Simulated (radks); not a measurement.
# I⁺ in [Kr] 4d10 5s2 5p4: an all-electron calculation

An exercise on one series of results from a longer session: the logs are not shown, and one member is left open.

Program: radks (a radial shooting solver on a logarithmic mesh, Libxc functionals) version 1. Level of theory: Dirac Kohn-Sham, PBE, spin-unpolarised, spherical densities, point nucleus; open shells fill j = l - 1/2 first. These are calculated values, not measurements, unless marked.

### The system

```
element       : iodine (Z = 53)
charge        : +1
electrons     : 52
configuration : [Kr] 4d10 5s2 5p4
```

The first run:

Input:

```text
Z 53
configuration [Kr] 4d10 5s2 5p4 6s0 4f0
relativity Dirac
functional pbe,pbe
spin unpolarised
j_filling energy
nucleus point
c 137.035999084
```

Run with:

```
$ python run_ks.py task.json out
```

The same process makes all the runs of this session.

One table of the session follows, with a row left open; its other results are not shown here.

It belongs to the step «Radial structure». Sizes of the orbitals, from the radial functions (bohr):

| level | <r> | outermost maximum (interpolated) | 90 % within | nodes |
| --- | --- | --- | --- | --- |
| 1s1/2 | 0.02722 | 0.0175 | 0.0490 | 0 |
| 2s1/2 | 0.1167 | 0.0992 | 0.181 | 1 |
| 2p1/2 | 0.09846 | 0.0761 | 0.162 | 0 |
| 2p3/2 | 0.1041 | 0.0809 | 0.169 | 0 |
| 3s1/2 | 0.3138 | 0.286 | 0.462 | 2 |
| 3p1/2 | 0.3040 | 0.272 | 0.457 | 1 |
| 3p3/2 | 0.3155 | 0.283 | 0.473 | 1 |
| 3d3/2 | 0.2865 | 0.230 | 0.450 | 0 |
| 3d5/2 | 0.2901 | 0.233 | 0.455 | 0 |
| 4s1/2 | 0.7399 | 0.681 | 1.07 | 3 |
| 4p1/2 | 0.7727 | 0.699 | 1.13 | 2 |
| 4p3/2 | 0.8009 | 0.723 | 1.17 | 2 |
| 4d3/2 | ? | ? | ? | ? |
| 4d5/2 | 0.9253 | 0.782 | 1.41 | 1 |
| 5s1/2 | 1.924 | 1.69 | 2.80 | 4 |
| 5p1/2 | 2.263 | 1.93 | 3.35 | 3 |
| 5p3/2 | 2.359 | 2.01 | 3.49 | 3 |
| 6s1/2 | 5.090 | 4.57 | 7.33 | 5 |

Estimate the missing values for 4d3/2.

The run gave: <r>: 0.9139; outermost maximum (interpolated): 0.773; 90 % within: 1.39; nodes: 1. In the column «<r>» it lies between 4p3/2 (0.8009) and 4d5/2 (0.9253).

Caveats from the session: Spin polarisation and multiplet splitting are left out.
